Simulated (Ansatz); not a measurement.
Born–Oppenheimer molecular dynamics of a periodic cell of 40 atoms, Cs₂NaAlF₆ (host Cs2NaAlF6, host structure Fm-3m). It goes on from the last frame of an earlier run, with new velocities.

All numbers below come from DFT r2SCAN, scalar-relativistic, plane waves, PAW (Ansatz). Settings: accuracy low, cutoff 500 eV, k mesh 1x1x1, fermi-dirac smearing 0.05 eV, no spin polarisation.

| Item | Value |
| --- | --- |
| ensemble | NVT, Nosé–Hoover chain |
| time step | 2 fs |
| steps asked | 270 |
| set temperature | 1170 K |
| thermostat | time constant 50 fs, chain length 1 |
| seed | 857156 |

First frame:

```xyz
40
Lattice="8.9252 0.0000 0.0000 0.0000 8.9252 0.0000 0.0000 0.0000 8.9252" Properties=species:S:1:pos:R:3
Cs 6.564 6.609 7.001
Cs 2.421 2.115 2.378
Na 4.821 4.630 4.793
Al 0.365 0.103 -0.068
F 1.972 4.271 4.425
F 4.849 4.118 1.448
F 7.153 4.858 4.750
F 4.487 1.523 4.329
F 4.600 6.823 5.050
F 4.596 4.354 6.961
Cs 2.321 2.243 6.739
Cs 7.081 7.105 1.880
Na 0.496 0.132 4.948
Al 4.508 4.290 -0.127
F 6.307 -0.265 4.957
F 0.245 0.155 1.729
F 2.783 -0.217 4.587
F 0.191 6.587 4.317
F 0.193 2.804 4.625
F 0.558 0.002 7.110
Cs 2.713 6.867 2.383
Cs 6.927 2.320 6.671
Na -0.046 4.391 -0.182
Al 4.592 -0.238 4.745
F 6.420 4.343 -0.120
F 0.253 4.738 6.320
F 2.644 4.366 0.026
F 0.381 2.185 -0.121
F 0.299 7.164 -0.145
F -0.267 4.466 2.841
Cs 6.651 2.228 1.976
Cs 2.265 6.457 7.028
Na 4.539 -0.220 -0.145
Al 0.215 4.707 4.523
F 2.186 -0.126 0.154
F 4.409 0.208 6.615
F 7.492 0.047 -0.258
F 4.471 6.353 0.170
F 4.248 2.389 -0.149
F 4.693 -0.366 2.741
```

Task: What does the run give?

Result: All steps were run.

- steps done: 270
- time covered: 540 fs
- mean temperature over the second half: 1146 K
- spread of the potential energy over the second half: 13.0 meV per atom
- mean potential energy of the second half above the start: 24.6 meV per atom

The conserved energy stayed within 0.29 meV per atom of its start (net change 0.1 meV per atom), so the integration is sound. A run of 0.54 ps of so small a system gives no equilibrium averages. Limits of this set-up: coarse k mesh, low accuracy level.

Task: What happens to the structure?

Result: Mean squared displacements from the first frame to the last, about the centre of mass: Cs 0.19 Å², Na 0.79 Å², Al 0.19 Å², F 0.24 Å². The details hang on the random start.

Task: How do temperature and energy run in time?

Result: 
| time (fs) | T (K) | potential energy less start (eV) | conserved less start (meV/atom) |
| --- | --- | --- | --- |
| 0 | 1170 | 0.000 | 0.00 |
| 18 | 996 | 0.896 | 0.14 |
| 36 | 917 | 1.466 | 0.19 |
| 54 | 1082 | 1.070 | 0.04 |
| 72 | 1261 | 0.747 | -0.03 |
| 90 | 1239 | 1.486 | 0.13 |
| 108 | 1449 | 0.933 | 0.14 |
| 126 | 1489 | 0.894 | 0.12 |
| 144 | 1209 | 2.023 | 0.19 |
| 162 | 1257 | 1.398 | 0.10 |
| 180 | 1160 | 1.443 | 0.07 |
| 198 | 1039 | 1.691 | 0.10 |
| 216 | 1089 | 1.198 | 0.09 |
| 234 | 1011 | 1.475 | 0.10 |
| 252 | 1120 | 0.969 | 0.08 |
| 270 | 1244 | 0.446 | -0.02 |
| 288 | 1079 | 1.356 | 0.09 |
| 306 | 1108 | 1.387 | 0.14 |
| 324 | 1376 | 0.277 | 0.07 |
| 342 | 1279 | 0.774 | 0.18 |
| 360 | 1229 | 0.857 | 0.15 |
| 378 | 1165 | 0.919 | 0.12 |
| 396 | 1004 | 1.524 | 0.09 |
| 414 | 1172 | 0.638 | 0.08 |
| 432 | 1282 | 0.042 | 0.05 |
| 450 | 1082 | 0.923 | 0.12 |
| 468 | 1135 | 0.599 | 0.08 |
| 486 | 1017 | 1.198 | 0.04 |
| 504 | 882 | 2.060 | 0.12 |
| 522 | 1149 | 1.211 | 0.11 |
| 540 | 1257 | 1.302 | 0.10 |

The run took 23 min on 4 threads of Intel(R) Xeon(R) Platinum 8488C (Sapphire Rapids) (shared host), peak memory 1.5 GiB.
